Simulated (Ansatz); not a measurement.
**CdGe3 under changes of volume**

One of the cells (20.824 Å³/atom); the others are scaled copies at fixed shape and fractional positions:

```
CELL_PARAMETERS angstrom
-2.11466 2.11466 4.65673
2.11466 -2.11466 4.65673
2.11466 2.11466 -4.65673
ATOMIC_POSITIONS crystal
Cd 0.00000 0.00000 0.00000
Ge 0.50000 0.50000 0.00000
Ge 0.25000 0.75000 0.50000
Ge 0.75000 0.25000 0.50000
```

The cell comes from a database or a generator and needn't be the stable form of this composition.

| Property | Result |
| --- | --- |
| Program | Ansatz 0.2.0 |
| Functional | PBE |
| Potentials or basis | Ansatz PAW |
| Cutoff | 420 eV (not typed: the program's choice for these potentials) |
| k mesh | 9 × 9 × 9 |
| Occupations | fermi-dirac, width 0.05 eV |
| Spin | no spin polarisation |

```tsv
volume (Å³/atom)	energy over the lowest point (meV/atom)	pressure (GPa)
19.575	9.86	3.4
19.991	3.06	1.9
20.407	0.00	0.5
20.824	0.25	-0.7
21.240	3.44	-1.7
21.657	?	?
22.073	17.38	-3.6
```

**Question.** What does the run at 21.657 Å³/atom give?

**Answer.** Energy over the lowest point 9.24 meV/atom; pressure -2.7 GPa.

Worked out: A Birch-Murnaghan fit of order 3 (a polynomial in V^(-2/3)) to the other rows has its minimum at 20.58 Å³/atom with B0 = V·E''(V) = 60 GPa and B' = 4.9 at fixed shape and positions, which overstates the stiffness. It gives 9.26 meV/atom at 21.657 Å³/atom, against the run's 9.24, and -dE/dV = -2.7 GPa, against -2.7.

Energies are extrapolated to zero smearing.
